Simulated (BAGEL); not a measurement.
**A workflow on C4H12Ge (tetramethylgermane)**

Aim: a single-point energy (HF/def2-SV(P)), then a single-point energy (NEVPT2(2,2)/def2-SV(P)) of C4H12Ge (tetramethylgermane). 

Program for the calculation: BAGEL 1.2.2.

1 further run of the same task is left out (set aside as unsound or not needed).

## Step 1: The system as given

The species is C4H12Ge (17 atoms), meant as a singlet with charge 0. SMILES: `[CH3][Ge]([CH3])([CH3])[CH3]`. One bond was lengthened or shortened from a relaxed shape.

Bond lengths: C1–Ge2 1.959 Å, Ge2–C3 1.959 Å, Ge2–C4 1.959 Å, Ge2–C5 1.959 Å, C1–H6 1.092 Å, C1–H7 1.092 Å, C1–H8 1.092 Å, C3–H9 1.092 Å, C3–H10 1.092 Å, C3–H11 1.092 Å, C4–H12 1.092 Å, C4–H13 0.928 Å, C4–H14 1.092 Å, C5–H15 1.092 Å, C5–H16 1.092 Å, C5–H17 1.092 Å. Some angles: C1–Ge2–C3 109.5°, C1–Ge2–C4 109.5°, C1–Ge2–C5 109.5°, C3–Ge2–C4 109.5°, C3–Ge2–C5 109.5°, C4–Ge2–C5 109.5°, Ge2–C1–H6 110.7°, Ge2–C1–H7 110.7°, Ge2–C1–H8 110.7°, Ge2–C3–H9 110.7°.

## Step 2: A single-point energy at HF/def2-SV(P) (density fitting with svp-jkfit) (run 1)

File job.json:

```json
{ "bagel" : [

{
  "title" : "molecule",
  "basis" : "def2-sv_p_.json",
  "df_basis" : "svp-jkfit",
  "angstrom" : true,
  "geometry" : [
    { "atom" : "C", "xyz" : [      -0.278802,       0.635190,      -1.894712 ] },
    { "atom" : "Ge", "xyz" : [       0.088628,      -0.082910,      -0.109842 ] },
    { "atom" : "C", "xyz" : [       1.988568,       0.146100,       0.307578 ] },
    { "atom" : "C", "xyz" : [      -0.364002,      -1.988090,      -0.066682 ] },
    { "atom" : "C", "xyz" : [      -0.991052,       0.874920,       1.214288 ] },
    { "atom" : "H", "xyz" : [      -0.033312,       1.698110,      -1.940352 ] },
    { "atom" : "H", "xyz" : [       0.314368,       0.114470,      -2.649132 ] },
    { "atom" : "H", "xyz" : [      -1.334282,       0.516750,      -2.147832 ] },
    { "atom" : "H", "xyz" : [       2.215088,      -0.247970,       1.300328 ] },
    { "atom" : "H", "xyz" : [       2.262558,       1.202830,       0.288348 ] },
    { "atom" : "H", "xyz" : [       2.609128,      -0.381440,      -0.419582 ] },
    { "atom" : "H", "xyz" : [      -0.165482,      -2.408940,       0.921068 ] },
    { "atom" : "H", "xyz" : [       0.138530,      -2.458280,      -0.689380 ] },
    { "atom" : "H", "xyz" : [      -1.420822,      -2.138260,      -0.296372 ] },
    { "atom" : "H", "xyz" : [      -2.055382,       0.760120,       0.999378 ] },
    { "atom" : "H", "xyz" : [      -0.801242,       0.489230,       2.217958 ] },
    { "atom" : "H", "xyz" : [      -0.753632,       1.940620,       1.206838 ] }
  ]
},

{ "title" : "hf" },

{ "title" : "print", "file" : "orbitals.molden", "orbitals" : true }

]}
```

The basis set def2-SV(P) is read from a file made from the Basis Set Exchange's data (not shown).

Command:

```
$ BAGEL_NUM_THREADS=1 BAGEL job.json > job.out
```

Output:

```text
* using 1 threads per process

  ===============================================================
  ===============================================================

  *** Geometry ***

  { "atom" : "C", "xyz" : [     -0.526859,      1.200335,     -3.580487 ] },
  { "atom" : "Ge", "xyz" : [      0.167483,     -0.156677,     -0.207571 ] },
  { "atom" : "C", "xyz" : [      3.757849,      0.276089,      0.581238 ] },
  { "atom" : "C", "xyz" : [     -0.687864,     -3.756946,     -0.126011 ] },
  { "atom" : "C", "xyz" : [     -1.872817,      1.653359,      2.294672 ] },
  { "atom" : "H", "xyz" : [     -0.062951,      3.208963,     -3.666734 ] },
  { "atom" : "H", "xyz" : [      0.594069,      0.216317,     -5.006134 ] },
  { "atom" : "H", "xyz" : [     -2.521428,      0.976516,     -4.058814 ] },
  { "atom" : "H", "xyz" : [      4.185910,     -0.468595,      2.457264 ] },
  { "atom" : "H", "xyz" : [      4.275615,      2.273019,      0.544899 ] },
  { "atom" : "H", "xyz" : [      4.930537,     -0.720817,     -0.792895 ] },
  { "atom" : "H", "xyz" : [     -0.312716,     -4.552237,      1.740566 ] },
  { "atom" : "H", "xyz" : [      0.261784,     -4.645476,     -1.302739 ] },
  { "atom" : "H", "xyz" : [     -2.684964,     -4.040726,     -0.560062 ] },
  { "atom" : "H", "xyz" : [     -3.884109,      1.436419,      1.888551 ] },
  { "atom" : "H", "xyz" : [     -1.514128,      0.924511,      4.191333 ] },
  { "atom" : "H", "xyz" : [     -1.424158,      3.667240,      2.280593 ] },

  Number of auxiliary basis functions:      782

  Since a DF basis is specified, we compute 2- and 3-index integrals:
    o Being stored without compression. Storage requirement is 0.078 GB

  Number of basis functions:      112
  Number of electrons      :       68

    * METHOD: MOLECULE                             0.77

  *** RHF ***

  === Nuclear Repulsion ===
   400.9335833923

      * DIIS with orbital gradients will be used.

  === RHF iteration (def2-sv_p_.json) ===
      0      -2233.15297186          0.01345645           0.28
      1      -2233.37375218          0.00562271           0.27
      2      -2233.40851028          0.00111272           0.27
      3      -2233.41035880          0.00031645           0.27
      4      -2233.41042636          0.00004216           0.27
      5      -2233.41043014          0.00001062           0.28
      6      -2233.41043029          0.00000227           0.27
      7      -2233.41043030          0.00000057           0.27
      8      -2233.41043030          0.00000015           0.28
      9      -2233.41043030          0.00000006           0.28
     10      -2233.41043030          0.00000002           0.27
     11      -2233.41043030          0.00000001           0.27
    * SCF iteration converged.

    * Permanent dipole moment:
           (   -0.013017,     0.024004,     0.018806) a.u.

    * METHOD: HF                                   3.85

    * METHOD: PRINT                                0.03

  ===============================================================
```

It took 4.8 s on 1 thread of Arm Neoverse V1, shared host; peak memory 0.29 GiB.

## Step 3: The energy at NEVPT2(2,2)/def2-SV(P) (density fitting with svp-jkfit) (run 2)

File nevpt2.json:

```json
{ "bagel": [

{
  "title": "molecule",
  "basis": "def2-sv_p_.json",
  "df_basis": "svp-jkfit",
  "angstrom": true,
  "geometry": [
    { "atom": "C", "xyz": [   -0.278802,    0.635190,   -1.894712 ] },
    { "atom": "Ge", "xyz": [    0.088628,   -0.082910,   -0.109842 ] },
    { "atom": "C", "xyz": [    1.988568,    0.146100,    0.307578 ] },
    { "atom": "C", "xyz": [   -0.364002,   -1.988090,   -0.066682 ] },
    { "atom": "C", "xyz": [   -0.991052,    0.874920,    1.214288 ] },
    { "atom": "H", "xyz": [   -0.033312,    1.698110,   -1.940352 ] },
    { "atom": "H", "xyz": [    0.314368,    0.114470,   -2.649132 ] },
    { "atom": "H", "xyz": [   -1.334282,    0.516750,   -2.147832 ] },
    { "atom": "H", "xyz": [    2.215088,   -0.247970,    1.300328 ] },
    { "atom": "H", "xyz": [    2.262558,    1.202830,    0.288348 ] },
    { "atom": "H", "xyz": [    2.609128,   -0.381440,   -0.419582 ] },
    { "atom": "H", "xyz": [   -0.165482,   -2.408940,    0.921068 ] },
    { "atom": "H", "xyz": [    0.138530,   -2.458280,   -0.689380 ] },
    { "atom": "H", "xyz": [   -1.420822,   -2.138260,   -0.296372 ] },
    { "atom": "H", "xyz": [   -2.055382,    0.760120,    0.999378 ] },
    { "atom": "H", "xyz": [   -0.801242,    0.489230,    2.217958 ] },
    { "atom": "H", "xyz": [   -0.753632,    1.940620,    1.206838 ] }
  ]
},
{
  "title": "hf"
},
{
  "title": "nevpt2",
  "nstate": 1,
  "nact": 2,
  "nclosed": 33,
  "active": [24, 49],
  "maxiter": 200,
  "natocc": true,
  "ncore": 13
},
{
  "title": "print",
  "file": "orbitals.molden",
  "orbitals": true
}

]}
```

The basis set def2-SV(P) is read from a file made from the Basis Set Exchange's data (not shown).

Command:

```
$ BAGEL_NUM_THREADS=1 BAGEL nevpt2.json > nevpt2.out
```

Output:

```text
* using 1 threads per process

  ===============================================================
  ===============================================================

  *** Geometry ***

  { "atom" : "C", "xyz" : [     -0.526859,      1.200335,     -3.580487 ] },
  { "atom" : "Ge", "xyz" : [      0.167483,     -0.156677,     -0.207571 ] },
  { "atom" : "C", "xyz" : [      3.757849,      0.276089,      0.581238 ] },
  { "atom" : "C", "xyz" : [     -0.687864,     -3.756946,     -0.126011 ] },
  { "atom" : "C", "xyz" : [     -1.872817,      1.653359,      2.294672 ] },
  { "atom" : "H", "xyz" : [     -0.062951,      3.208963,     -3.666734 ] },
  { "atom" : "H", "xyz" : [      0.594069,      0.216317,     -5.006134 ] },
  { "atom" : "H", "xyz" : [     -2.521428,      0.976516,     -4.058814 ] },
  { "atom" : "H", "xyz" : [      4.185910,     -0.468595,      2.457264 ] },
  { "atom" : "H", "xyz" : [      4.275615,      2.273019,      0.544899 ] },
  { "atom" : "H", "xyz" : [      4.930537,     -0.720817,     -0.792895 ] },
  { "atom" : "H", "xyz" : [     -0.312716,     -4.552237,      1.740566 ] },
  { "atom" : "H", "xyz" : [      0.261784,     -4.645476,     -1.302739 ] },
  { "atom" : "H", "xyz" : [     -2.684964,     -4.040726,     -0.560062 ] },
  { "atom" : "H", "xyz" : [     -3.884109,      1.436419,      1.888551 ] },
  { "atom" : "H", "xyz" : [     -1.514128,      0.924511,      4.191333 ] },
  { "atom" : "H", "xyz" : [     -1.424158,      3.667240,      2.280593 ] },

  Number of auxiliary basis functions:      782

  Since a DF basis is specified, we compute 2- and 3-index integrals:
    o Being stored without compression. Storage requirement is 0.078 GB

  Number of basis functions:      112
  Number of electrons      :       68

    * METHOD: MOLECULE                             0.77

  *** RHF ***

  === Nuclear Repulsion ===
   400.9335833923

      * DIIS with orbital gradients will be used.

  === RHF iteration (def2-sv_p_.json) ===
      0      -2233.15297186          0.01345645           0.29
      1      -2233.37375218          0.00562271           0.27
      2      -2233.40851028          0.00111272           0.27
      3      -2233.41035880          0.00031645           0.27
      4      -2233.41042636          0.00004216           0.27
      5      -2233.41043014          0.00001062           0.27
      6      -2233.41043029          0.00000227           0.27
      7      -2233.41043030          0.00000057           0.27
      8      -2233.41043030          0.00000015           0.27
      9      -2233.41043030          0.00000006           0.27
     10      -2233.41043030          0.00000002           0.27
     11      -2233.41043030          0.00000001           0.27
    * SCF iteration converged.

    * Permanent dipole moment:
           (   -0.013017,     0.024004,     0.018806) a.u.

    * METHOD: HF                                   3.85

    * freezing 13 orbitals
  ---------------------------
      CASSCF calculation
  ---------------------------

    ==== Active orbitals : =====
         Orbital 24
         Orbital 49
    ============================

    * nstate   :      1
    * nclosed  :     33
    * nact     :      2
    * nvirt    :     77
  === CASSCF iteration (def2-sv_p_.json) ===

    * Using the second-order algorithm

      0  0     -2233.41053661     2.11e-05      0.06

      1  0     -2233.41240270     2.07e-04      0.99

      2  0     -2233.42094591     2.84e-04      1.14

      3  0     -2233.42182243     1.69e-04      1.30

      4  0     -2233.42225321     2.76e-05      1.34

      5  0     -2233.42226108     2.94e-06      1.24

      6  0     -2233.42226114     3.36e-07      1.37

      7  0     -2233.42226114     5.03e-08      1.29

      8  0     -2233.42226114     1.03e-08      1.25

      9  0     -2233.42226114     2.33e-09      1.03

    * Second-order optimization converged. *

     guess   0:   closed 1.                   open ..

  === FCI iteration ===

      0  0     -2233.41038208     8.41e-02      0.00
      1  0     -2233.42226110     1.27e-04      0.00
      2  0 *   -2233.42226114     4.03e-16      0.00

     * ci vector, state   0, <S^2> = 0.0000
       2.     0.9975126842
       .2    -0.0704871958

  === DF-NEVPT2 calculation ===

    * 3-index integral transformation done
    * assembly done

      NEVPT2 correlation energy:   -0.7202104970      0.59

          (+0)     -0.6757515379
          (+0)'    -0.0140749836
          (+1)     -0.0023589465
          (+1)'    -0.0000000000
          (+2)     -0.0001268450
          (-1)     -0.0217872115
          (-1)'     0.0000000000
          (-2)     -0.0061109725

      NEVPT2 total energy:       -2234.1424716407

    * METHOD: NEVPT2                              12.69

    * METHOD: PRINT                                0.03

  ===============================================================
```

Wall time 18 s (1 thread of Arm Neoverse V1, shared host); peak memory 0.29 GiB.

## Step 4: Summary of results

| quantity | value |
| --- | --- |
| run 1, HF/def2-SV(P): total energy | -2233.41043 Eh |
| run 1, HF/def2-SV(P): dipole moment | 0.08 D |
| run 1, HF/def2-SV(P): HOMO energy | -11.13 eV |
| run 1, HF/def2-SV(P): LUMO energy | 4.17 eV |
| run 1, HF/def2-SV(P): HOMO–LUMO gap | 15.29 eV |
| run 2, NEVPT2(2,2)/def2-SV(P): total energy | -2234.14247 Eh |
